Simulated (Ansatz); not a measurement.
NiMoIrPdW:

```
Ni Mo Pd Ir W
1.0
     2.34460   -1.43138    0.00906
     2.34460    1.43138    0.00906
    -2.20600    0.00000   10.92374
Ni Mo Pd Ir W
1 1 1 1 1
Direct
  0.49838 0.49838 0.29525
  0.31773 0.31773 0.91207
  0.24733 0.24733 0.49061
  0.74982 0.74982 0.10802
  0.68673 0.68673 0.69406
```

The cell was built by a generator and needn't be a form met in nature.

| Property | Result |
| --- | --- |
| Program | Ansatz 0.2.0 |
| Task | relaxation of cell and atoms |
| Functional | PBE |
| Dispersion | D4 |
| Potentials or basis | Ansatz PAW |
| Cutoff | 420 eV (not typed: the program's choice for these potentials) |
| k mesh | 8 × 8 × 2 |
| Occupations | fermi-dirac, width 0.05 eV |
| Spin | collinear spin, ferromagnetic start |
| Starting moments | [1.0, 1.0, 0.0, 0.6, 0.0] μB |

At the start: volume 14.68 Å³/atom.

Q: How do energy, volume and symmetry change on relaxing?

A: It ends after 6 steps and the volume is 14.34 Å³/atom (-2.3 %); space group Cm (No. 8, to 0.05 Å); moment 0.00 μB per cell.

The path:
| step | energy change (eV) | largest force (eV/Å) | volume (Å³) |
| --- | --- | --- | --- |
| 1 | 0.0000 | 0.1038 | 73.38 |
| 2 | -0.0354 | 0.0375 | 71.80 |
| 3 | -0.0359 | 0.0299 | 71.69 |
| 4 | -0.0360 | 0.0171 | 71.69 |
| 5 | -0.0360 | 0.0021 | 71.70 |
| 6 | -0.0352 | 0.0021 | 71.70 |

Final structure:
```
Ni Mo Pd Ir W
1.0
     2.33540   -1.41231    0.01530
     2.33540    1.41231    0.01530
    -2.16801    0.00000   10.85475
Ni Mo Pd Ir W
1 1 1 1 1
Direct
  0.49787 0.49787 0.29522
  0.32252 0.32252 0.91199
  0.24596 0.24596 0.49078
  0.75169 0.75169 0.10837
  0.68196 0.68196 0.69364
```

Caveat: the plane-wave basis is chosen anew once the cell has moved, so the energies of steps on either side of that aren't comparable; pairwise dispersion overbinds metals, which lowers pressure and volume; the starting moments weren't kept.
